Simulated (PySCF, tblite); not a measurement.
# CH2F3GaO2, a small molecule taken as a stand-in for a surface group (gallium hydroxide): NMR shifts, core binding energies and electronic excitations, part 2 of 2

tblite 0.8.0 and PySCF 2.14.0. Atoms count from 0, parts from 1. The steps go on from the part before.

### 6 Ultraviolet spectrum: CAM-B3LYP/def2-SVPD

What the job is given:

```
{"job": {"kind": "uv", "xc": "CAM-B3LYP", "basis": "def2-SVPD", "nstates": 6, "ntriplets": 2, "ip": true}, "charge": 0, "multiplicity": 1}
O     -1.451130    -0.858310    -1.397587
Ga    -0.500043     0.142520    -0.294228
O     -1.095412     1.785420     0.019289
C      1.162220    -0.613620     0.538080
F      0.903484    -1.705316     1.268936
F      1.737839     0.282746     1.359560
F      2.079289    -0.953143    -0.376481
H     -2.229691    -0.414309    -1.750512
H     -0.562329     2.310950     0.624549
```

Method: TDDFT CAM-B3LYP/def2-SVPD, vertical, gas phase, core orbitals frozen in the response.

Output:

```text
coarse grid: 43800 points
cycle   1  E = -2413.2411319984  dE =  5.182e-01  |g| = 1.411e+00  |ddm| = 3.716e+00
cycle   2  E = -2412.7491261778  dE =  4.920e-01  |g| = 2.200e+00  |ddm| = 3.654e+00
cycle   3  E = -2413.6086426868  dE = -8.595e-01  |g| = 1.363e-01  |ddm| = 2.265e+00
cycle   4  E = -2413.6108251293  dE = -2.182e-03  |g| = 9.254e-02  |ddm| = 2.241e-01
cycle   5  E = -2413.6122848095  dE = -1.460e-03  |g| = 1.457e-02  |ddm| = 7.714e-02
cycle   6  E = -2413.6123211692  dE = -3.636e-05  |g| = 6.190e-03  |ddm| = 2.068e-02
cycle   7  E = -2413.6123280874  dE = -6.918e-06  |g| = 2.104e-03  |ddm| = 8.527e-03
final grid: 92472 points
cycle   8  E = -2413.6122638182  dE =  6.062e-07  |g| = 3.046e-03  |ddm| = 5.408e-03
cycle   9  E = -2413.6122617089  dE =  2.109e-06  |g| = 4.577e-03  |ddm| = 6.860e-03
cycle  10  E = -2413.6122654910  dE = -3.782e-06  |g| = 1.954e-04  |ddm| = 4.145e-03
cycle  11  E = -2413.6122654971  dE = -6.103e-09  |g| = 3.257e-05  |ddm| = 1.773e-04
cycle  12  E = -2413.6122654975  dE = -3.965e-10  |g| = 1.747e-05  |ddm| = 8.999e-05
converged SCF energy = -2413.6122654975

Static polarisability (au): isotropic 48.826, principal 40.906 51.160 54.413

Singlet excitations
state   eV       nm        f      main configurations
  1   6.7734    183.0   0.00002   H-1->L 0.91
  2   7.0143    176.8   0.00557   H->L+1 0.96
  3   7.2282    171.5   0.06953   H-1->L+1 0.42, H->L 0.34, H-3->L 0.14
  4   7.3973    167.6   0.06334   H->L 0.47, H-1->L+1 0.28, H-3->L 0.11
  5   7.5099    165.1   0.10932   H-2->L 0.81, H-1->L+2 0.12
  6   7.7803    159.4   0.00037   H-3->L+1 0.97

Triplet excitations (Tamm-Dancoff, eV): 6.3682 6.3780
Vertical ionisation energy (delta-SCF) = 11.8624 eV
Vertical electron affinity (delta-SCF) = -0.1976 eV
```

Wall time 6.7 min (1 thread of Arm Neoverse N1, shared host); peak memory 0.99 GiB.

Frontier orbitals and where they lie:

| orbital | eV | atoms |
| --- | --- | --- |
| HOMO−3 | -11.70 | O0 68 %, O2 13 %, Ga1 10 % |
| HOMO−2 | -11.60 | O2 48 %, O0 34 %, Ga1 10 % |
| HOMO−1 | -10.91 | O0 50 %, O2 37 %, Ga1 6 % |
| HOMO | -10.84 | O2 26 %, C3 21 %, Ga1 15 % |
| LUMO | -0.46 | Ga1 56 %, O2 12 %, O0 10 % |
| LUMO+1 | -0.14 | Ga1 49 %, O2 14 %, O0 13 % |
| LUMO+2 | 1.07 | Ga1 25 %, O2 20 %, O0 16 % |

With each of the 6 states as a Gaussian band of 0.4 eV half-width at 1/e, the curve within the window shown has maxima at 167 nm (ε 9,100) L/(mol cm). Beyond the last state computed it falls off for lack of states. The curve at chosen wavelengths:

```json
{"nm": "153", "ε (L/mol/cm)": "757"}
{"nm": "155", "ε (L/mol/cm)": "1549"}
{"nm": "157", "ε (L/mol/cm)": "2762"}
{"nm": "159", "ε (L/mol/cm)": "4339"}
{"nm": "161", "ε (L/mol/cm)": "6067"}
{"nm": "162", "ε (L/mol/cm)": "6890"}
{"nm": "164", "ε (L/mol/cm)": "8246"}
{"nm": "166", "ε (L/mol/cm)": "8999"}
{"nm": "168", "ε (L/mol/cm)": "9029"}
{"nm": "170", "ε (L/mol/cm)": "8392"}
{"nm": "172", "ε (L/mol/cm)": "7273"}
{"nm": "174", "ε (L/mol/cm)": "5912"}
{"nm": "176", "ε (L/mol/cm)": "4531"}
{"nm": "177", "ε (L/mol/cm)": "3886"}
{"nm": "179", "ε (L/mol/cm)": "2748"}
{"nm": "181", "ε (L/mol/cm)": "1852"}
{"nm": "183", "ε (L/mol/cm)": "1192"}
{"nm": "185", "ε (L/mol/cm)": "736"}
{"nm": "187", "ε (L/mol/cm)": "437"}
{"nm": "189", "ε (L/mol/cm)": "250"}
{"nm": "191", "ε (L/mol/cm)": "138"}
{"nm": "192", "ε (L/mol/cm)": "101"}
{"nm": "194", "ε (L/mol/cm)": "54"}
{"nm": "196", "ε (L/mol/cm)": "27"}
{"nm": "198", "ε (L/mol/cm)": "14"}
{"nm": "200", "ε (L/mol/cm)": "7"}
```

Further results of this job:

| property | computed |
| --- | --- |
| dipole moment (D) | 1.82 |
| polarisability (Å³) | 7.24 |
| HOMO–LUMO gap (eV) | 10.38 |
| −ε(HOMO) (eV) | 10.84 |

### 7 Outcome

This closing draws on all 2 parts.

```
                                                                 quantity                                             value
                                                              point group                                                Cs
                                     rotational constants (main isotopes)                              2.99, 1.35, 1.11 GHz
                                   13C shifts against TMS (PBE0/pcSseg-2)                                         138.2 ppm
                                    1H shifts against TMS (PBE0/pcSseg-2)                                    2.45, 1.97 ppm
                                   17O shifts against H2O (PBE0/pcSseg-2)                                    58.4, 45.5 ppm
                                71Ga shifts against GaH4- (PBE0/pcSseg-2)                                           246 ppm
19F shifts against CFCl3 (PBE0/pcSseg-2, means over atoms taken as alike)                                  -58.2, -58.8 ppm
                                    surface potential, 1st and 99th percentile                                -1.29 V and 2.97 V
                                         O1s binding energies, SCAN/pcX-2                           O0 538.44, O2 538.43 eV
                                         F1s binding energies, SCAN/pcX-2                           F5 694.06, F4 694.02 eV
                                         C1s binding energies, SCAN/pcX-2                                      C3 297.75 eV
                                     lowest singlet (CAM-B3LYP/def2-SVPD)                       6.77 eV (183 nm), f = 0.000
                                 brightest single state of those computed                       state 5, 7.51 eV, f = 0.109
                                                           lowest triplet                                           6.37 eV
                                        vertical ionisation energy (ΔSCF)                                          11.86 eV
                                        vertical electron affinity (ΔSCF)  -0.20 eV (unbound: the value hangs on the basis)
```

In words: Relaxing lowered the energy by 0.189 eV in 5 steps; the close pair that moved most is Ga1–C3, from 2.078 to 2.007 Å (PBE0/def2-SVP). At PBE0/pcSseg-2: The largest span, 363 ppm, is at Ga1, where the paramagnetic term is -1171 ppm. By nearest atom (PBE0/pcSseg-2), the HOMO sits on C3 26 %; O2 26 % and the LUMO on Ga1 46 %; O0, O2 about 11 % each. The O1s levels computed lie within 0.01 eV of one another, too close to rank. The F1s levels computed lie within 0.04 eV of one another, too close to rank. The first singlet state (HOMO−1→LUMO 0.91) lies at 6.77 eV and is dark; of the 6 states computed, the strongest absorption comes from state 5 at 7.51 eV. The lowest triplet lies 0.41 eV below the lowest singlet (triplets in Tamm-Dancoff, singlets in full TDDFT). ΔSCF puts the ionisation energy at 11.86 eV, 1.02 eV above −ε(HOMO). Spin-orbit coupling is left out, which matters for shieldings and couplings at and beside the heavy atoms.
